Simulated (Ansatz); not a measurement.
# CHGaSi (triplet): wave-function methods side by side at distance Ga2–Si3 = 1.902 Å, cc-pVDZ

The task here is to estimate one member of a computed series from the others.

Computed with Ansatz 0.2.0, Gaussian basis. Level: cc-pVDZ, core rule «outside noble gas», up to 20 orbitals frozen.

To be run: UHF; CCSD(T) on ROHF; CCSD(T) on UHF; BCCD(T) on ROHF; CISD; CCSDT(Q) on ROHF; CCSDT(Q) on UHF; CASSCF and MRCISD+Q, 4 electrons in 4 orbitals; CASSCF and NEVPT2, 4 electrons in 4 orbitals.

30 further runs of the same task are left out: 2 for a mislabelled method, 2 for a known fault of the program, 19 that didn't finish, 7 set aside as unsound or not needed.

## What is computed

The geometry derives from a PBE0/def2-TZVP stationary point (not a proven minimum). One bond is set to the value named and the two fragments are kept rigid. No spin-orbit coupling is included. The filled d shell of Ga may be among the frozen orbitals whatever the setting's name suggests; the logs give the count.

4 atoms, charge 0, spin multiplicity 3.

Atoms are counted from 1 here; the program's logs count them from 0.

Bond lengths: C1–Ga2 1.917 Å, Ga2–Si3 1.902 Å, Si3–H4 1.540 Å. Angles: C1–Ga2–Si3 178.8°, Ga2–Si3–H4 80.4°.

As a file:

```
C     0.0000    0.0248    2.2063
Ga    0.0000    0.0004    0.2894
Si    0.0000   -0.0641   -1.6115
H     0.0000    1.4616   -1.4052
```

Set-up of the first run:

File in.yaml:

```yaml
crystal:
  periodic: [false, false, false]
  atoms:
    - {symbol: C, position_ang: [0.000000, 0.024827, 2.206349]}
    - {symbol: Ga, position_ang: [0.000000, 0.000404, 0.289386]}
    - {symbol: Si, position_ang: [0.000000, -0.064075, -1.611521]}
    - {symbol: H, position_ang: [0.000000, 1.461626, -1.405158]}
basis:
  gaussian: {orbitals: cc-pVDZ}
magnetization: {spin_polarized: true, initial_magnetization: 2}
hamiltonian: {xc: hf}
output: {orbitals: {seedname: orbitals}}
```

On the command line:

```console
$ ansatz run in.yaml --threads 1 --pin off --events-out ev --progress --plain --max-ram 2393MiB
```

Steps of the session up to this table: UHF; CCSD(T) on ROHF; CCSD(T) on UHF; BCCD(T) on ROHF; CISD; CCSDT(Q) on ROHF; CCSDT(Q) on UHF; CASSCF and MRCISD+Q, 4 electrons in 4 orbitals; CASSCF and NEVPT2, 4 electrons in 4 orbitals.

One table of the session follows, with a row left open; its other results are not shown here.

| method | from RCCSDT(Q) (meV) |
| --- | --- |
| UHF | +6676.5 |
| RMP2 | +2239.6 |
| UMP2 | +1646.1 |
| RCCSD | +605.3 |
| UCCSD | +441.5 |
| RCCSD(T) | +148.8 |
| UCCSD(T) | +170.6 |
| BCCD(T) | +167.5 |
| RCCSDT | +85.5 |
| UCCSDT | +53.2 |
| RCCSDT(Q) | 0 |
| UCCSDT(Q) | ? |
| CASSCF pair | +6748.5 |
| NEVPT2 pair | +1626.8 |
| MRCISD pair | +1052.1 |
| MRCISD+Q pair | +255.5 |

Q: Estimate the row for UCCSDT(Q) from the others.

**Answer.** from RCCSDT(Q) (meV): +7.6. In the column «from RCCSDT(Q) (meV)» it lies between RCCSDT(Q) (0) and UCCSDT (+53.2).

Not comparable, so not listed: CISD (they don't share determinant, frozen orbitals or solution with the rows shown, or repeat one).

To keep in mind: The determinant is far from a pure spin state, so its energy mixes those of several spin states (harmless only where they are near-degenerate, as at dissociation). The report flags that the cluster equations may have other roots. Left out of the table: ROHF (another determinant or state than the rows shown). The program flags RCCSD(T), BCCD(T), RCCSDT(Q) as in doubt, so the zero of the table is itself unsure. Warnings: spin contamination; coupled cluster took another determinant than the lowest; large T1 diagnostic. Restricted and unrestricted rows rest on different reference determinants; where their highest levels disagree by more than a few hundredths of an eV, they describe different states and don't form one ladder.
